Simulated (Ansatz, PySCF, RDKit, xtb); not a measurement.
# [LiSiS2]+: a search for the lowest isomer

Given the formula [LiSiS2]+ (charge +1) and nothing else, which arrangement of the atoms is the most stable in the gas at 1000 K, and what are its properties?

Plan: many cheap relaxations first (GFN2-xTB), then density-functional screening, relaxation at PBE-D3(BJ)/def2-SVP, vibrations and a final energy. The numbers are computed, not measured.

7 further runs of the same task are left out: 7 set aside as unsound or not needed.

## 1. Candidates

A program enumerates the bonding patterns with one Lewis structure each (two rings at most, one unusual centre or charged pair), with their diastereomers. O–O, O–halogen and N–halogen bonds and N–N–N chains are not drawn. That gives 9 candidates.

```tsv
label	SMILES	spin
c092	[Li][S]S#[Si+]	singlet
c203	[Li][S@@]1=[Si]=[S+]1	singlet
c216	[Li][Si]1=[S+]S1	singlet
c230	[Li][S](#[Si+])=S	singlet
c250	[Li-]1[Si]2=[S+][S@+]12	singlet
c433	[Li][S][Si]#[S+]	singlet
c609	[Li-]1[Si+]=[S+][S]1	singlet
c765	[Li-]1[S+]=[Si]=[S+]1	singlet
c911	[Li][Si+]=S=S	singlet
```

Candidates are built by distance geometry, with a force field where one applies, in up to four conformers (letters a to d). 6 starts with atoms placed at random are added, to find patterns that the rules miss.

**Question.** With final energies at CCSD(T)/def2-TZVPP, which structure will this search put lowest in free energy, and by what margin?

| quantity | value |
| --- | --- |
| lowest structure found | [Li][S][Si]#[S+], singlet, Cs |
| next finalist | [Li]1[S]2[Si][S]12 ‡, singlet, 13.0 kcal/mol higher in G |
| share at equilibrium, among the finalists | 99.9 % |
| harmonic wavenumbers, lowest and highest (PBE-D3(BJ)/def2-SVP) | 82 and 896 cm⁻¹ |
| rotational constants, same geometry | 0.685, 0.05527, 0.05114 cm⁻¹ |
| HOMO energy (PBE0/def2-TZVPD) | -12.32 eV |
| LUMO energy (PBE0/def2-TZVPD) | -6.88 eV |
| HOMO–LUMO gap (PBE0/def2-TZVPD) | 5.43 eV |
| lowest excitation (TD-PBE0/def2-SVPD) | 3.95 eV (f = 0.001) |
| strongest of the states computed, same level | 5.58 eV (f = 0.068) |
| lowest triplet excitation, same level, Tamm-Dancoff | 3.50 eV |
| vertical ionisation energy | 14.35 eV |
| vertical recombination energy (electron added) | 5.27 eV |
| vertical triplet less singlet | +3.43 eV |

`[Li][S][Si]#[S+]` comes out lowest. The margin of 13.0 kcal/mol over the next finalist is beyond the usual error of the last level; it says nothing of structures that weren't ranked. GFN2-xTB, r2SCAN-D4/def2-SVP, PBE-D3(BJ)/def2-SVP, HF/def2-TZVPP and MP2/def2-TZVPP already put its bonding pattern lowest among the structures in one piece; HF/STO-3G favours the singlet [Li]1[S]2[Si][S]12 ‡. The search is not exhaustive (a finite list of starts, one conformer a finalist), so a lower isomer can't be ruled out. Bonds to the alkali or alkaline-earth atom are largely ionic, and its place along soft bends is ill-defined.

‡ marks the bonded skeleton alone, with all bonds drawn single: no Lewis structure was assigned that passes a check against the bond lengths.
